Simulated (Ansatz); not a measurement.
**CH₃ClO₂Si: how energies converge with the basis set**

An exercise on one series of results from a longer session: the logs are not shown, and one member is left open.

Program: Ansatz 0.2.0, Gaussian basis. Level of theory: one geometry, several basis sets. These are calculated values, not measurements.

The runs, in order: PBE0-D4/def2-SVP; ωB97M-V/def2-SVP; PBE0-D4/def2-QZVPP; ωB97M-V/def2-QZVPP; the functionals' def2-TZVPP values are taken from earlier runs.

### The geometry

All runs share one geometry, relaxed beforehand with PBE0-D4 in a triple-zeta def2 set.

SMILES `O[Si@@H]1O[C@@H]1Cl`, 8 atoms, charge 0, spin multiplicity 1.

Atoms are counted from 1 here; the program's logs count them from 0.

Bond lengths: O1–Si2 1.619 Å, O1–H6 0.962 Å, Si2–O3 1.659 Å, Si2–C4 1.802 Å, Si2–H7 1.467 Å, O3–C4 1.452 Å, C4–Cl5 1.775 Å, C4–H8 1.085 Å. Angles: Si2–O1–H6 117.0°, O1–Si2–O3 120.5°, O1–Si2–C4 122.1°, O1–Si2–H7 107.8°, O3–Si2–C4 49.4°, O3–Si2–H7 117.9°, C4–Si2–H7 127.1°, Si2–O3–C4 70.4°, Si2–C4–O3 60.2°, Si2–C4–Cl5 118.7°, Si2–C4–H8 130.6°, O3–C4–Cl5 113.4°, O3–C4–H8 113.4°, Cl5–C4–H8 108.6°.

Coordinates:

```xyz
8
CH3ClO2Si
O     0.01626    1.15258    1.48601
Si    0.64857    0.01371    0.52530
O     0.75558    0.25696   -1.11186
C    -0.28239   -0.71888   -0.83242
Cl   -1.91986   -0.11957   -1.16549
H    -0.79426    1.57513    1.18745
H     1.81173   -0.55909    1.21262
H    -0.14353   -1.65785   -1.35751
```

Set-up of the first run:

in.yaml

```yaml
crystal:
  periodic: [false, false, false]
  atoms:
    - {symbol: O, position_ang: [0.016258, 1.152585, 1.486011]}
    - {symbol: Si, position_ang: [0.648567, 0.013714, 0.525297]}
    - {symbol: O, position_ang: [0.755582, 0.256959, -1.111863]}
    - {symbol: C, position_ang: [-0.282392, -0.718881, -0.832418]}
    - {symbol: Cl, position_ang: [-1.919857, -0.119567, -1.165488]}
    - {symbol: H, position_ang: [-0.794259, 1.575133, 1.187452]}
    - {symbol: H, position_ang: [1.811734, -0.559090, 1.212619]}
    - {symbol: H, position_ang: [-0.143534, -1.657852, -1.357509]}
basis:
  gaussian: {orbitals: def2-SVP}
hamiltonian: {xc: pbe0, dispersion: d4}
output: {orbitals: {seedname: orbitals}}
```

Started as:

```bash
$ ansatz run in.yaml --threads 2 --pin off --events-out ev --progress --plain --max-ram 4352MiB
```

Among the steps run: PBE0-D4 in def2-SVP; ωB97M-V in def2-SVP; PBE0-D4 in def2-QZVPP; ωB97M-V in def2-QZVPP.

One table of the session follows, with a row left open; its other results are not shown here.

It belongs to the step «Functionals by basis». 

| functional | basis | HOMO (eV) | LUMO (eV) |
| --- | --- | --- | --- |
| PBE0-D4 | def2-SVP | ? | ? |
| PBE0-D4 | def2-TZVPP | -7.51 | -0.16 |
| PBE0-D4 | def2-QZVPP | -7.56 | -0.33 |
| ωB97M-V | def2-SVP | -9.55 | 2.34 |
| ωB97M-V | def2-TZVPP | -9.74 | 1.64 |
| ωB97M-V | def2-QZVPP | -9.79 | 1.28 |

**Question.** Estimate the row for PBE0-D4, def2-SVP.

As computed: HOMO (eV): -7.36; LUMO (eV): 0.35. In the column «HOMO (eV)» it is the highest.
